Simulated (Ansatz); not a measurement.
A run of Ansatz 0.2.0:

Contents of input.yaml:

```yaml
crystal:
  lattice:
    - [0.0, 2.897844, 2.897844]
    - [2.897844, 0.0, 2.897844]
    - [2.897844, 2.897844, 0.0]
  atoms:
    - { symbol: Ge, position: [0.0, 0.0, 0.0] }
    - { symbol: Ga, position: [0.25, 0.25, 0.25] }
kpoints:
  mp_grid: { grid: [5, 5, 5] }
scf:
  occupations: { method: fermi_dirac, width: 0.03 }
hamiltonian:
  xc: pbesol
  pseudopotentials: { kind: all_electron, lapw: { basis_error: 0.001 } }
output:
  forces: true
  stress: true
  eigenvalues: true
```

Potentials or basis: all-electron LAPW, scalar-relativistic.

Launch:

```console
$ ansatz run input.yaml --threads 1 --pin off --max-ram 3072MiB --backend cpu --events-out ev --progress --plain --runs-dir out
```

Hardware: 1 thread of Arm Neoverse N1, with other jobs on the host.

Question: Estimate the wall time of this run.

Answer: Wall time 13 s on 1 thread of Arm Neoverse N1 (shared host), peak memory 0.25 GiB. Counts: scf iterations 9, plane waves 561, k points 10, bands 26.
